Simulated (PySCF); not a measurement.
# C2H6OSe: the cost of one run

Programs: PySCF 2.14.0, with routines of our own; each step states its level. All values are computed. Atoms count from 0.

## (1) The starting structure

10 atoms, charge 0, multiplicity 1; geometry from: GFN2-xTB.

## (2) Relaxing the molecule at PBE0-D3(BJ)/def2-SVP

The job: settings as JSON, then the geometry in Å.

```
{"job": {"xc": "PBE0", "basis": "def2-SVP", "d3": "d3bj", "grid": 1, "maxiter": 30, "shake": 0.01, "kind": "geom"}, "charge": 0, "multiplicity": 1}
C     -1.408790     0.204610    -0.280030
Se    -0.030600    -1.148650    -0.132340
C      1.449100     0.136010    -0.055990
O     -0.130840    -1.655180     1.374900
H     -2.390510    -0.290830    -0.264070
H     -1.327390     0.783410    -1.216440
H     -1.328900     0.885030     0.579120
H      1.300180     0.804650     0.792510
H      2.375220    -0.430060     0.147850
H      1.542980     0.690080    -0.966580
```

Launch:

```console
> OMP_NUM_THREADS=1 python heavy_run.py task.json out
```

One launch serves the whole session: the jobs run in the order shown.

Q: Estimate the wall time and peak memory of this first job on 1 thread of Arm Neoverse V1, shared host.

About 28 s, with a peak of 0.43 GiB.
